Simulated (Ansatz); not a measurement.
**CBr2F2 (dibromodifluoromethane), step by step**

Wanted: a structure relaxation (singlet CBr2F2, HF/3-21G), then vibrational wavenumbers (singlet CBr2F2, HF/3-21G), then the energy (singlet CBr2F2, HSE06/def2-SV(P)), then a single-point energy (doublet [CBr2F2]+, UHSE06/def2-SV(P)), then a structure relaxation (doublet [CBr2F2]+, UHF/3-21G) of CBr2F2. 

Program for the calculation: Ansatz 0.2.0.

## Step 1: The molecule

CBr2F2 has 5 atoms, charge 0, and is taken as a singlet. SMILES: `FC(F)(Br)Br`. All atoms were displaced at random from a relaxed shape. The run starts from this shape.

Bond lengths: F1–C2 1.290 Å, C2–F3 1.321 Å, C2–Br4 1.855 Å, C2–Br5 1.949 Å. Angles: F1–C2–F3 106.2°, F1–C2–Br4 108.0°, F1–C2–Br5 115.5°, F3–C2–Br4 107.2°, F3–C2–Br5 103.8°, Br4–C2–Br5 115.4°.

## Step 2: A structure relaxation at HF/3-21G (run 1)

run.yaml

```yaml
basis:
  gaussian:
    orbitals: 3-21G.json
crystal:
  periodic: [false, false, false]
  atoms:
    - {symbol: F, position_ang: [-1.032912, -0.123801, 0.903329]}
    - {symbol: C, position_ang: [-0.080438, -0.026134, 0.038331]}
    - {symbol: F, position_ang: [0.836712, -0.905972, 0.400208]}
    - {symbol: Br, position_ang: [-0.743790, -0.568875, -1.606365]}
    - {symbol: Br, position_ang: [0.877462, 1.670836, 0.034520]}
relax: {}
hamiltonian:
  xc: hf
```

The basis set 3-21G is read from a file made from the Basis Set Exchange's data (not shown).

Run with:

```
ansatz run run.yaml --threads 1 --pin off --max-ram 2610MiB --events-out events.jsonl --progress --plain --runs-dir runs
```

Log:

```text
Warning: RAYON_NUM_THREADS=1 ignored (pool sized by the plan → 1); use --threads N
The last accepted step is kept in runs//last_step.txt (removed where the run ends without a failure and the disk answers)
[... 44 lines left out ...]
Total energy: -145731.37553568 eV, -5355.5292706619 hartree
[... 5 lines left out ...]
Dipole moment:     0.013840     0.133459    -0.186875 e Å
```

Wall time 9.9 s (1 thread of Arm Neoverse V1, shared host); peak memory 0.15 GiB.

Step by step:

| step | energy from the first frame kept (eV) | largest force (eV/Å) |
| --- | --- | --- |
| 1 | 0.0000 | 3.6425 |
| 2 | -0.3642 | 0.9283 |
| 3 | -0.3892 | 0.2204 |
| 4 | -0.3917 | 0.0613 |
| 5 | -0.3918 | 0.0004 |

After the run. Bond lengths: F1–C2 1.346 Å, C2–F3 1.346 Å, C2–Br4 1.973 Å, C2–Br5 1.973 Å. Angles: F1–C2–F3 108.4°, F1–C2–Br4 108.8°, F1–C2–Br5 108.8°, F3–C2–Br4 108.8°, F3–C2–Br5 108.8°, Br4–C2–Br5 113.2°.

## Step 3: Vibrational wavenumbers at HF/3-21G (run 2)

job.yaml

```yaml
crystal:
  periodic: [false, false, false]
  atoms:
    - symbol: F
      position_ang: [-1.035316, -0.051009, 0.953076]
    - symbol: C
      position_ang: [-0.035796, -0.060071, 0.051005]
    - symbol: F
      position_ang: [0.868869, -0.983059, 0.428557]
    - symbol: Br
      position_ang: [-0.771095, -0.572934, -1.707063]
    - symbol: Br
      position_ang: [0.830372, 1.713126, 0.044449]
basis:
  gaussian:
    orbitals: 3-21G.json
magnetization:
  spin_polarized: false
  initial_magnetization: 0
hamiltonian:
  xc: hf
phonons: {}
```

The basis set 3-21G is read from a file made from the Basis Set Exchange's data (not shown).

Run with:

```
ansatz run job.yaml --threads 1 --pin off --max-ram 2610MiB --events-out events.jsonl --progress --plain --runs-dir runs
```

Log:

```text
Warning: RAYON_NUM_THREADS=1 ignored (pool sized by the plan → 1); use --threads N
[... 171 lines left out ...]
Total energy: -145731.37556391 eV, -5355.5292716996 hartree
[... 5 lines left out ...]
Dipole moment:     0.013841     0.133459    -0.186876 e Å
Vibrations: 168.72 288.29 331.74 332.25 363.24 618.21 872.36 1208.71 1339.95 cm⁻¹, zero-point energy 0.342412 eV
```

It took 39 s on 1 thread of Arm Neoverse V1, shared host; peak memory 0.15 GiB.

## Step 4: A single-point energy at HSE06/def2-SV(P) (run 3)

in.yaml

```yaml
crystal:
  periodic: [false, false, false]
  atoms:
    - {symbol: F, position_ang: [-1.035316, -0.051009, 0.953076]}
    - {symbol: C, position_ang: [-0.035796, -0.060071, 0.051005]}
    - {symbol: F, position_ang: [0.868869, -0.983059, 0.428557]}
    - {symbol: Br, position_ang: [-0.771095, -0.572934, -1.707063]}
    - {symbol: Br, position_ang: [0.830372, 1.713126, 0.044449]}
basis:
  gaussian: {orbitals: def2-SV_P_.json}
hamiltonian: {xc: {name: HSE06}}
output: {orbitals: {seedname: orbitals}}
```

The basis set def2-SV(P) is read from a file made from the Basis Set Exchange's data (not shown).

Run with:

```
ansatz run in.yaml --threads 1 --pin off --max-ram 2610MiB --events-out events.jsonl --progress --plain --runs-dir runs
```

Log:

```text
Warning: RAYON_NUM_THREADS=1 ignored (pool sized by the plan → 1); use --threads N
Functional definition: HSE06
  name "HSE06"
  parameter a = 0.25
  parameter omega = 0.11/bohr
  exchange = pbe_x - a*pbe_x_sr(omega) + a*exact_x_sr(omega)
  correlation = pbe_c
1016 factors; integrals over basis functions are off by at most 1.0e-3 eV
63 factors; integrals over basis functions are off by at most 3.2e-7 eV
mean field evaluation 1: about -146516.9563 eV, gradient 3.0e1 eV
mean field evaluation 2: about -146514.3735 eV, gradient 4.9e1 eV
mean field evaluation 4: about -146518.2920 eV, gradient 2.1e0 eV
mean field evaluation 8: about -146518.3611 eV, gradient 1.0e-1 eV
mean field evaluation 16: about -146518.3611 eV, gradient 7.1e-5 eV
mean field -146518.36110633 eV, -5384.4504569455 hartree, gradient 7.1e-5 eV, S^2 0.000000; 0 other end points of the search recorded, 0 dependent functions left out
reference -146518.36112940 eV, -5384.4504577933 hartree; 47, 47 occupied and 59, 59 virtual orbitals, 1016 factors
Total energy: -146518.36112940 eV, -5384.4504577933 hartree
```

It took 4.8 s on 1 thread of Arm Neoverse V1, shared host; peak memory 0.25 GiB.

## Step 5: The doublet cation: a single-point energy at UHSE06/def2-SV(P) (run 4)

job.yaml

```yaml
crystal:
  periodic: [false, false, false]
  atoms:
    - {symbol: F, position_ang: [-1.035316, -0.051009, 0.953076]}
    - {symbol: C, position_ang: [-0.035796, -0.060071, 0.051005]}
    - {symbol: F, position_ang: [0.868869, -0.983059, 0.428557]}
    - {symbol: Br, position_ang: [-0.771095, -0.572934, -1.707063]}
    - {symbol: Br, position_ang: [0.830372, 1.713126, 0.044449]}
basis:
  gaussian: {orbitals: def2-SV_P_.json}
hamiltonian: {xc: {name: HSE06}}
total_charge: 1
magnetization: {spin_polarized: true, initial_magnetization: 1}
```

The basis set def2-SV(P) is read from a file made from the Basis Set Exchange's data (not shown).

Run with:

```
ansatz run job.yaml --threads 1 --pin off --max-ram 2610MiB --events-out events.jsonl --progress --plain --runs-dir runs
```

Log:

```text
Warning: RAYON_NUM_THREADS=1 ignored (pool sized by the plan → 1); use --threads N
[... 6 set-up lines as earlier in the session ...]
1012 factors; integrals over basis functions are off by at most 1.0e-3 eV
63 factors; integrals over basis functions are off by at most 3.2e-7 eV
mean field evaluation 1: about -146501.2309 eV, gradient 4.2e1 eV
mean field evaluation 2: about -146462.4259 eV, gradient 1.0e2 eV
mean field evaluation 4: about -146507.3069 eV, gradient 4.2e0 eV
mean field evaluation 8: about -146507.4441 eV, gradient 5.2e-1 eV
mean field evaluation 16: about -146507.4452 eV, gradient 6.6e-4 eV
mean field evaluation 32: about -146507.4452 eV, gradient 4.6e-5 eV
mean field evaluation 64: about -146507.3821 eV, gradient 2.8e0 eV
mean field -146507.44515745 eV, -5384.0493032232 hartree, gradient 1.1e-5 eV, S^2 0.754967; 6 other end points of the search recorded, 0 dependent functions left out
reference -146507.44517852 eV, -5384.0493039975 hartree; 47, 46 occupied and 59, 60 virtual orbitals, 1012 factors
Total energy: -146507.44517852 eV, -5384.0493039975 hartree
```

Wall time 28 s (1 thread of Arm Neoverse V1, shared host); peak memory 0.42 GiB.

## Step 6: The doublet cation: a geometry optimisation at UHF/3-21G (run 5)

Changes to job.yaml since step 5:

```diff
@@ -9,5 +9,6 @@
 basis:
-  gaussian: {orbitals: def2-SV_P_.json}
-hamiltonian: {xc: {name: HSE06}}
+  gaussian: {orbitals: 3-21G.json}
 total_charge: 1
 magnetization: {spin_polarized: true, initial_magnetization: 1}
+hamiltonian: {xc: hf}
+relax: {}
```

The basis set 3-21G is read from a file made from the Basis Set Exchange's data (not shown).

Run with:

```
ansatz run job.yaml --threads 1 --pin off --max-ram 2610MiB --events-out events.jsonl --progress --plain --runs-dir runs
```

Log:

```text
Warning: RAYON_NUM_THREADS=1 ignored (pool sized by the plan → 1); use --threads N
[... 1 set-up line as earlier in the session ...]
[... 87 lines left out ...]
Total energy: -145721.46224304 eV, -5355.1649638769 hartree
[... 5 lines left out ...]
Dipole moment:    -0.504333    -0.920621    -0.194962 e Å
```

Run time: 92 s. Hardware: 1 thread of Arm Neoverse V1, shared host; peak memory 0.38 GiB.

Step by step:

| step | energy from the first frame kept (eV) | largest force (eV/Å) |
| --- | --- | --- |
| 1 | 0.0000 | 4.0876 |
| 2 | -0.2252 | 2.0112 |
| 3 | -0.4707 | 2.2859 |
| 4 | -0.6745 | 0.6871 |
| 5 | -0.7786 | 0.3776 |
| 6 | -0.7958 | 0.2104 |
| 7 | -0.8067 | 0.1886 |
| 8 | -0.7894 | 0.7003 |
| 9 | -0.8085 | 0.0420 |
| 10 | -0.8086 | 0.0029 |

After the run. Bond lengths: F1–C2 1.268 Å, C2–F3 1.268 Å, C2–Br4 1.847 Å. Angles: F1–C2–F3 114.9°, F1–C2–Br4 122.4°, F3–C2–Br4 122.4°. A long bond or contact: C2–Br5 3.227 Å.

## Step 7: Results

```
                                                                         quantity           value
                                         run 1, HF/3-21G: total energy at the end  -5355.52927 Eh
                                                   run 1, HF/3-21G: dipole moment          1.10 D
                                                   run 2, HF/3-21G: dipole moment          1.11 D
                                        run 2, HF/3-21G: largest force on an atom      0.000 eV/Å
                                      run 2, HF/3-21G: lowest harmonic wavenumber        169 cm⁻¹
                                     run 2, HF/3-21G: highest harmonic wavenumber       1340 cm⁻¹
                                               run 2, HF/3-21G: zero-point energy     33.0 kJ/mol
                                            run 3, HSE06/def2-SV(P): total energy  -5384.45046 Eh
                                             run 3, HSE06/def2-SV(P): HOMO energy        -8.20 eV
                                             run 3, HSE06/def2-SV(P): LUMO energy        -2.31 eV
                                           run 3, HSE06/def2-SV(P): HOMO–LUMO gap         5.89 eV
                                              doublet cation, run 4: total energy  -5384.04930 Eh
                                                      doublet cation, run 4: ⟨S²⟩           0.755
                                   doublet cation, run 5: total energy at the end  -5355.16496 Eh
                                                      doublet cation, run 5: ⟨S²⟩           0.751
             vertical ionisation energy (to the doublet cation), HSE06/def2-SV(P)       10.916 eV
adiabatic ionisation energy (to the doublet cation, no zero-point term), HF/3-21G        9.913 eV
```

At HSE06/def2-SV(P): removing an electron at fixed nuclei costs 10.92 eV (252 kcal/mol). The negative HOMO energy of the first species, 8.20 eV, lies 2.72 eV below that difference. At HF/3-21G: the adiabatic ionisation energy (to the doublet cation, no zero-point term) is 9.91 eV (956 kJ/mol). The second species lost a bond as it relaxed, so this leads to another structure. The optimisation (run 1, HF/3-21G) took 4 steps and changed the energy by -0.392 eV. All 9 modes (run 2, HF/3-21G) are real, so the shape is a minimum at this level.
